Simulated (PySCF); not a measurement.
# C5H11BNP: the cost of one run

Computed with PySCF 2.14.0 and routines of our own; the level stands in each step. Atoms count from 0.

## Step 1: The starting structure

19 atoms, charge 0, multiplicity 1; geometry from: GFN2-xTB.

## Step 2: Magnetic properties: GIAO KT3/pcSseg-1

The job: settings as JSON, then the geometry in Å.

```
{"job": {"kind": "mag", "xc": "KT3", "basis": "pcSseg-1", "isotopologues": 2}, "charge": 0, "multiplicity": 1}
C      1.934077    -1.166030    -0.905955
C      1.555577    -0.064247    -0.279494
P     -0.141227     0.182456     0.304274
C     -0.684549     1.616739    -0.697730
C      0.126271     0.927271     1.961025
B     -1.334403    -1.325767     0.207985
C     -1.372483    -1.584875    -1.319425
N     -1.383157    -1.749589    -2.457445
H      1.238218    -1.967555    -1.093470
H      2.941869    -1.306092    -1.263727
H      2.247851     0.749262    -0.090678
H     -1.633636     1.981615    -0.308179
H      0.054114     2.416673    -0.678003
H     -0.833010     1.279708    -1.722479
H      0.584073     0.185552     2.612884
H     -0.839030     1.209551     2.377578
H      0.768529     1.804627     1.901776
H     -2.387891    -0.952618     0.625005
H     -0.850996    -2.227429     0.818597
```

Method: GIAO KT3/pcSseg-1 magnetisability, rotational g tensor and spin-rotation constants, non-relativistic, gas phase.

Launch:

```console
$ OMP_NUM_THREADS=1 python excited_run.py task.json out
```

One launch serves the whole session: the jobs run in the order shown.

Q: Estimate the wall time and peak memory of this first job on 1 thread of AMD EPYC 9R45, shared host.

About 35 s, with a peak of 0.76 GiB.
